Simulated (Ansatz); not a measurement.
# C₂H₆BInO: basis-set convergence

An exercise on one series of results from a longer session: the logs are not shown, and one member is left open.

Program: Ansatz 0.2.0, Gaussian basis. Level of theory: one geometry, several basis sets. These are calculated values, not measurements.

Plan: PBE0-D4/def2-SVP; ωB97M-V/def2-SVP; PBE0-D4/def2-QZVPP; ωB97M-V/def2-QZVPP; the functionals' def2-TZVPP values are taken from earlier runs.

### The geometry

All runs share one geometry, relaxed beforehand with PBE0-D4 in a triple-zeta def2 set. In takes the def2 core potential; no spin-orbit term is included.

11 atoms, charge 0, spin multiplicity 1.

Atoms are counted from 1 here; the program's logs count them from 0.

Bond lengths: B1–C2 1.547 Å, B1–H6 1.196 Å, B1–H7 1.196 Å, C2–C3 1.350 Å, C2–O4 1.346 Å, C3–H8 1.081 Å, C3–H9 1.089 Å, O4–In5 2.010 Å, In5–H10 1.701 Å, In5–H11 1.705 Å. Angles: C2–B1–H6 118.9°, C2–B1–H7 120.9°, H6–B1–H7 120.2°, B1–C2–C3 118.0°, B1–C2–O4 118.6°, C3–C2–O4 123.3°, C2–C3–H8 120.0°, C2–C3–H9 122.6°, H8–C3–H9 117.4°, C2–O4–In5 125.5°, O4–In5–H10 109.1°, O4–In5–H11 112.7°, H10–In5–H11 138.2°.

The first run:

in.yaml

```yaml
crystal:
  periodic: [false, false, false]
  atoms:
    - {symbol: B, position_ang: [-1.571965, -0.649944, 1.140504]}
    - {symbol: C, position_ang: [-0.316939, -0.407111, 0.269835]}
    - {symbol: C, position_ang: [0.881503, -0.779170, 0.768408]}
    - {symbol: O, position_ang: [-0.478895, 0.085370, -0.972319]}
    - {symbol: In, position_ang: [0.720637, 1.431493, -1.860399]}
    - {symbol: H, position_ang: [-1.430394, -1.038575, 2.262780]}
    - {symbol: H, position_ang: [-2.668676, -0.464026, 0.702269]}
    - {symbol: H, position_ang: [0.951731, -1.165199, 1.775920]}
    - {symbol: H, position_ang: [1.801164, -0.723007, 0.188262]}
    - {symbol: H, position_ang: [0.315641, 1.534547, -3.508823]}
    - {symbol: H, position_ang: [1.796193, 2.175622, -0.766437]}
basis:
  gaussian: {orbitals: def2-SVP}
hamiltonian: {xc: pbe0, dispersion: d4}
output: {orbitals: {seedname: orbitals}}
```

The run is started by

```
ansatz run in.yaml --threads 4 --pin off --events-out ev --progress --plain --max-ram 10444MiB
```

Steps of the session up to this table: PBE0-D4 in def2-SVP; ωB97M-V in def2-SVP; PBE0-D4 in def2-QZVPP; ωB97M-V in def2-QZVPP.

One table of the session follows, with a row left open; its other results are not shown here.

It belongs to the step «Functionals by basis». 

```
functional       basis  HOMO (eV)  LUMO (eV)
   PBE0-D4    def2-SVP      -6.63      -1.77
   PBE0-D4  def2-TZVPP      -6.72      -1.84
   PBE0-D4  def2-QZVPP      -6.74      -1.85
   ωB97M-V    def2-SVP      -8.76      -0.16
   ωB97M-V  def2-TZVPP      -8.88      -0.36
   ωB97M-V  def2-QZVPP          ?          ?
```

Q: Estimate the row for ωB97M-V, def2-QZVPP from the others.

The run gave: HOMO (eV): -8.90; LUMO (eV): -0.40. In the column «HOMO (eV)» it is the lowest.
